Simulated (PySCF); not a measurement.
# HfS(OH)₂: structure of the singlet

Aim: relax HfS(OH)₂ as a singlet from a T-shaped (ligand arrangement 2) start, check by its vibrations whether the end is a minimum, and collect its spectrum and constants.

Computed with PySCF 2.14.0. Level: PBE0, basis Hf def2-SVP with ECP60, S def2-SVP, O def2-SVP, H def2-SVP, scalar-relativistic core potentials, no spin–orbit coupling, density fitting.

**1. Starting geometry**

6 atoms, charge 0, spin multiplicity 1.

Bond lengths: Hf1–S2 2.220 Å, Hf1–O3 2.150 Å, Hf1–O4 2.150 Å, O3–H5 0.960 Å, O4–H6 0.960 Å. Angles: S2–Hf1–O3 88.0°, S2–Hf1–O4 88.0°, O3–Hf1–O4 176.0°, Hf1–O3–H5 130.0°, Hf1–O4–H6 130.0°.

Z-matrix (Å, degrees; charge 0 multiplicity 1):
```
Hf
S  1 2.2200
O  1 2.1500 2 88.00
O  1 2.1500 2 88.00 3 180.00
H  3 0.9600 1 130.00 2 89.99
H  4 0.9600 1 130.00 2 89.99
```

**2. Relaxation: T-shaped (ligand arrangement 2) start, singlet**

One driver script runs all steps and calls PySCF; scf.py shows how it sets up the SCF of each step. The optimiser is the driver's own. Before each start the driver seeks the lowest SCF state from one or more starting densities and follows internal instabilities, so scf.py alone need not reach the same state.

The program finds C2 symmetry in the start, which this walk keeps. Threshold on the gradient: 0.0003 Eh/bohr, with a further test on the energy change.

File scf.py:

```python
from pyscf import gto, scf, dft
mol = gto.M(atom='''
Hf     0.000000     0.000000    -0.299165
S      0.000000     0.000000     1.920835
O      2.148700    -0.000000    -0.224165
O     -2.148700     0.000000    -0.224165
H      2.765400    -0.735400    -0.202565
H     -2.765400     0.735400    -0.202565''',
    basis={'Hf': 'def2-SVP', 'S': 'def2-SVP', 'O': 'def2-SVP', 'H': 'def2-SVP'},
    ecp={'Hf': 'def2-SVP'},
    charge=0, spin=0)
mf = dft.RKS(mol, xc='PBE0')
mf.grids.atom_grid = (50, 194)
aux = {'Hf': 'def2-universal-JKFIT', 'S': 'def2-universal-JKFIT', 'O': 'def2-universal-JKFIT', 'H': 'def2-universal-JKFIT'}
mf = mf.density_fit(auxbasis=aux)
mf.kernel()
```

Energy and gradient, step by step:

```tsv
step	energy (Eh)	change (kJ/mol)	largest symmetric gradient (Eh/bohr)
0	-597.356654	0.00	0.05757
1	-597.391877	-92.48	0.02744
2	-597.422593	-173.12	0.02804
3	-597.439469	-217.43	0.02243
4	-597.445477	-233.21	0.02875
5	-597.449723	-244.35	0.00997
6	-597.450753	-247.06	0.00554
7	-597.451114	-248.01	0.00557
8	-597.451353	-248.63	0.00232
9	-597.451525	-249.08	0.00864
10	-597.451730	-249.62	0.00176
11	-597.451815	-249.84	0.00066
12	-597.451821	-249.86	0.00063
13	-597.451830	-249.88	0.00040
14	-597.451837	-249.90	0.00038
15	-597.451840	-249.91	0.00029
```

The walk ran for 19 s (4 threads, shared host).

After 15 steps and 249.9 kJ/mol it ends at C2v: Hf–O 1.947 Å (×2), Hf–S 2.243 Å, O–H 0.959 Å (×2); H–O–Hf 152.6° (×2), O–Hf–O 124.0°, O–Hf–S 118.0° (×2).

**3. Hessian and properties**

The point is checked on the finer grid, and tightened if its gradient asks for it. The Hessian and the dipole derivatives come from central differences of analytic gradients, with steps of 0.01 bohr.

Edit scf.py of step 2 so:

```diff
@@ -3,6 +3,6 @@
-Hf     0.000000     0.000000    -0.299165
-S      0.000000     0.000000     1.920835
-O      2.148700    -0.000000    -0.224165
-O     -2.148700     0.000000    -0.224165
-H      2.765400    -0.735400    -0.202565
-H     -2.765400     0.735400    -0.202565''',
+Hf     0.000000     0.000000    -0.158788
+S     -0.000000    -0.000000     2.084187
+O      1.686978    -0.302920    -1.080596
+O     -1.686978     0.302920    -1.080596
+H      2.630325    -0.472311    -1.092267
+H     -2.630325     0.472311    -1.092267''',
@@ -13 +13 @@
-mf.grids.atom_grid = (50, 194)
+mf.grids.atom_grid = (75, 302)
```

This SCF starts from the last density.

Log of the central SCF (cycles and frontier levels):

```text
init E= -597.451972868721
  HOMO = -0.238769591183949  LUMO = -0.111298286604658  gap/eV = 3.46867
cycle= 1 E= -597.451972864542  delta_E= 4.18e-09  |g|= 0.000125  |ddm|= 0.000221
  HOMO = -0.238794150391433  LUMO = -0.111269851321545  gap/eV = 3.47011
cycle= 2 E= -597.451972843713  delta_E= 2.08e-08  |g|= 0.000278  |ddm|= 0.000495
  HOMO = -0.238777084814448  LUMO = -0.111289755136614  gap/eV = 3.46911
cycle= 3 E= -597.451972869767  delta_E= -2.61e-08  |g|= 7.17e-06  |ddm|= 0.000345
  HOMO = -0.238777320495833  LUMO = -0.111289630605521  gap/eV = 3.46912
cycle= 4 E= -597.45197286978  delta_E= -1.27e-11  |g|= 2.97e-07  |ddm|= 5.47e-06
  HOMO = -0.238777199619395  LUMO = -0.111289564265793  gap/eV = 3.46912
Extra cycle  E= -597.451972869779  delta_E= 9.09e-13  |g|= 3.77e-07  |ddm|= 7.68e-07
converged SCF energy = -597.451972869779
```

The whole step took 34 s.

Geometry: C2v; Hf–O 1.946 Å (×2), Hf–S 2.243 Å, O–H 0.959 Å (×2); H–O–Hf 152.4° (×2), O–Hf–O 123.5°, O–Hf–S 118.3° (×2).

Modes, for the most abundant isotopes:

| symmetry | ω (cm⁻¹) | IR (km/mol) | μ (u) |
| --- | --- | --- | --- |
| b1 | 83i | 17.4 | 6.05 |
| b2 | 132 | 7.1 | 4.10 |
| a1 | 163 | 0.3 | 7.03 |
| a1 | 302 | 378 | 1.13 |
| b2 | 316 | 11.3 | 1.38 |
| a2 | 487 | 0.0 | 1.15 |
| a1 | 499 | 49.9 | 33.77 |
| b1 | 517 | 319 | 1.17 |
| b2 | 687 | 165 | 8.48 |
| a1 | 690 | 74.2 | 7.64 |
| b2 | 3981 | 450 | 1.07 |
| a1 | 3985 | 21.6 | 1.07 |

1 mode is imaginary, the largest at 83i cm⁻¹: a saddle point, not a minimum.

Constants and moments:

* Dipole moment: 4.39 D
* Highest occupied level: -6.50 eV
* Lowest empty level: -3.03 eV
* Rotational constants: 0.1556, 0.09203, 0.05782 cm⁻¹
* Zero-point energy (real modes): 70.3 kJ/mol
* Principal polarisabilities: 44.4, 61.0, 72.2 bohr³
* Atomisation energy without zero-point energy: 2432 kJ/mol
* Principal traceless quadrupole moments about the centre of mass: -19.12, 5.84, 13.28 D Å

Populations by atom (charges in e):

| atom | Mulliken | Löwdin | polar tensor | Mayer order to Hf1 |
| --- | --- | --- | --- | --- |
| Hf1 | 0.92 | 0.12 | 2.13 | – |
| S2 | -0.41 | -0.01 | -0.82 | 2.27 |
| O3,4 | -0.46 | -0.16 | -1.03 | 1.17 |
| H5,6 | 0.21 | 0.11 | 0.38 | 0.05 |

Outer orbital energies (eV). occupied: -14.07, -10.28, -10.09, -9.70, -9.28, -7.29, -6.86, -6.50; empty: -3.03, -0.74, -0.52, 0.42.

Mulliken populations on Hf1 (outside its core potential): s 2.36, p 6.39, d 2.18, f 0.15.

**4. Following the imaginary mode**

The start is the last point, displaced along its most imaginary mode.

The program finds Cs symmetry in the start, which this walk keeps.

Edit scf.py of step 3 so:

```diff
@@ -3,6 +3,6 @@
-Hf     0.000000     0.000000    -0.158788
-S     -0.000000    -0.000000     2.084187
-O      1.686978    -0.302920    -1.080596
-O     -1.686978     0.302920    -1.080596
-H      2.630325    -0.472311    -1.092267
-H     -2.630325     0.472311    -1.092267''',
+Hf    -0.006317    -0.035182    -0.164045
+S      0.010367     0.057732     2.078931
+O      1.709369    -0.178224    -1.085853
+O     -1.664587     0.427617    -1.085853
+H      2.674509    -0.226247    -1.097523
+H     -2.586141     0.718376    -1.097523''',
@@ -13 +13 @@
-mf.grids.atom_grid = (75, 302)
+mf.grids.atom_grid = (50, 194)
```

Energy and gradient, step by step:

```tsv
step	energy (Eh)	change (kJ/mol)	largest symmetric gradient (Eh/bohr)
0	-597.452159	0.00	0.00833
1	-597.452289	-0.34	0.00816
2	-597.453897	-4.56	0.00663
3	-597.454200	-5.36	0.00787
4	-597.454766	-6.85	0.00900
5	-597.455173	-7.91	0.00612
6	-597.455388	-8.48	0.00294
7	-597.455460	-8.67	0.00943
8	-597.455672	-9.22	0.00253
9	-597.455751	-9.43	0.00136
10	-597.455826	-9.63	0.00202
11	-597.455842	-9.67	0.00107
12	-597.455860	-9.72	0.00083
13	-597.455883	-9.78	0.00047
14	-597.455886	-9.78	0.00054
15	-597.455887	-9.79	0.00038
16	-597.455889	-9.79	0.00020
```

The walk took 22 s.

It settles in Cs symmetry, 9.8 kJ/mol below the start, after 16 steps: Hf–O 1.935 Å (×2), Hf–S 2.235 Å, O–H 0.960 Å (×2); H–O–Hf 141.9° (×2), O–Hf–O 112.4°, O–Hf–S 111.1° (×2).

**5. Is it a minimum? Harmonic modes**

As before: finer grid, then central differences.

Edit scf.py of step 4 so:

```diff
@@ -3,6 +3,6 @@
-Hf    -0.006317    -0.035182    -0.164045
-S      0.010367     0.057732     2.078931
-O      1.709369    -0.178224    -1.085853
-O     -1.664587     0.427617    -1.085853
-H      2.674509    -0.226247    -1.097523
-H     -2.586141     0.718376    -1.097523''',
+Hf    -0.031516    -0.175514    -0.143119
+S      0.101962     0.567830     1.960704
+O      1.642825     0.072685    -1.080191
+O     -1.514907     0.639700    -1.080191
+H      2.521167     0.443310    -0.970167
+H     -2.209432     1.292755    -0.970167''',
@@ -13 +13 @@
-mf.grids.atom_grid = (50, 194)
+mf.grids.atom_grid = (75, 302)
```

Log of the central SCF (cycles and frontier levels):

```text
init E= -597.456046958862
  HOMO = -0.238985536110497  LUMO = -0.100495929304778  gap/eV = 3.76849
cycle= 1 E= -597.456046957463  delta_E= 1.4e-09  |g|= 7.53e-05  |ddm|= 0.000122
  HOMO = -0.238974192093437  LUMO = -0.100509896155291  gap/eV = 3.76781
cycle= 2 E= -597.456046949958  delta_E= 7.5e-09  |g|= 0.000171  |ddm|= 0.000286
  HOMO = -0.238982701500456  LUMO = -0.100499994958708  gap/eV = 3.76831
cycle= 3 E= -597.456046959182  delta_E= -9.22e-09  |g|= 7.31e-06  |ddm|= 0.000205
  HOMO = -0.238982269617461  LUMO = -0.100500133648499  gap/eV = 3.76829
cycle= 4 E= -597.456046959194  delta_E= -1.22e-11  |g|= 7.2e-08  |ddm|= 6.75e-06
  HOMO = -0.238982279758302  LUMO = -0.100500136182382  gap/eV = 3.76829
Extra cycle  E= -597.456046959195  delta_E= -1.02e-12  |g|= 6.26e-08  |ddm|= 1.77e-07
converged SCF energy = -597.456046959195
```

The whole step took 40 s.

Geometry: Cs; Hf–O 1.935 Å (×2), Hf–S 2.235 Å, O–H 0.960 Å (×2); H–O–Hf 141.8° (×2), O–Hf–O 112.0°, O–Hf–S 111.2° (×2).

Harmonic modes (main isotopes):

| symmetry | ω (cm⁻¹) | IR (km/mol) | μ (u) |
| --- | --- | --- | --- |
| a' | 108 | 8.7 | 5.35 |
| a'' | 148 | 7.5 | 4.05 |
| a' | 174 | 5.1 | 4.90 |
| a' | 339 | 325 | 1.20 |
| a'' | 358 | 1.4 | 1.34 |
| a'' | 481 | 148 | 1.20 |
| a' | 496 | 25.9 | 4.82 |
| a' | 501 | 221 | 1.60 |
| a'' | 689 | 123 | 6.99 |
| a' | 698 | 63.7 | 6.89 |
| a'' | 3967 | 357 | 1.07 |
| a' | 3972 | 97.3 | 1.07 |

No imaginary mode, so this is a minimum.

Properties at this point:

```yaml
Dipole_moment: 4.35 D
Highest_occupied_level: -6.50 eV
Lowest_empty_level: -2.73 eV
Rotational_constants: 0.1514, 0.0897, 0.06373 cm⁻¹
Zero-point_energy: 71.4 kJ/mol
Principal_polarisabilities: 44.1, 58.4, 75.3 bohr³
Atomisation_energy_without_zero-point_energy: 2442 kJ/mol
Principal_traceless_quadrupole_moments_about_the_centre_of_mass: -18.89, 9.22, 9.67 D Å
Entropy_at_298.15_K_and_1_bar: 346.7 J/(mol K)
Heat_capacity_Cp_at_298.15_K: 93.3 J/(mol K)
Enthalpy_at_298.15_K_above_0_K: 19.41 kJ/mol
Rotational_symmetry_number: 1
```

Populations by atom (charges in e):

```
atom  Mulliken  Löwdin  polar tensor  Mayer order to Hf1
 Hf1      0.86    0.06          1.92                   –
  S2     -0.40    0.01         -0.74                2.29
O3,4     -0.45   -0.14         -0.95                1.20
H5,6      0.22    0.11          0.37                0.04
```

Outer orbital energies (eV). occupied: -13.91, -10.19, -9.89, -9.62, -9.08, -7.36, -6.76, -6.50; empty: -2.73, -0.55, -0.53, 0.42.

Mulliken populations on Hf1 (outside its core potential): s 2.39, p 6.35, d 2.25, f 0.15.

**6. Stability of the closed shell**

At the lowest minimum the closed shell is tested against spin polarisation, on the (50, 194) grid. It is stable.

**7. All stationary points**

| spin | group | bonds | imaginary modes (cm⁻¹) | ΔE (kJ/mol) | with zero-point energy |
| --- | --- | --- | --- | --- | --- |
| singlet | Cs | Hf–O 1.935 Å (×2), Hf–S 2.235 Å, O–H 0.960 Å (×2) | none | 0.0 | 0.0 |
| singlet | C2v | Hf–O 1.946 Å (×2), Hf–S 2.243 Å, O–H 0.959 Å (×2) | 83i | 10.7 | – |

**8. Summary of results**

```
                                 quantity                                                                                                                          value
                                  minimum                                                                                                                    singlet, Cs
                                 geometry                       Hf–O 1.935 Å (×2), Hf–S 2.235 Å, O–H 0.960 Å (×2); H–O–Hf 141.8° (×2), O–Hf–O 112.0°, O–Hf–S 111.2° (×2)
                       wavenumbers (cm⁻¹)  108 (a'), 148 (a''), 174 (a'), 339 (a'), 358 (a''), 481 (a''), 496 (a'), 501 (a'), 689 (a''), 698 (a'), 3967 (a''), 3972 (a')
                            dipole moment                                                                                                                         4.35 D
     highest occupied, lowest empty level                                                                                                                -6.50, -2.73 eV
               polar-tensor charge of Hf1                                                                                                                        +1.92 e
                        zero-point energy                                                                                                                    71.4 kJ/mol
                      entropy at 298.15 K                                                                                                                346.7 J/(mol K)
atomisation energy (no zero-point energy)                                                                                                                    2442 kJ/mol
```

In words: The T-shaped (ligand arrangement 2) start (C2) ends in a minimum of Cs symmetry, after a stop at a saddle point 10.7 kJ/mol higher, from which it was pushed off along an imaginary mode. The strongest infrared band lies at 3967 cm⁻¹ (a''). Only this shape and spin were tried, so other structures or states may lie lower. With an element this heavy the missing spin–orbit coupling can shift these numbers.

The search up to here ran for 2 min (4 threads, shared host).
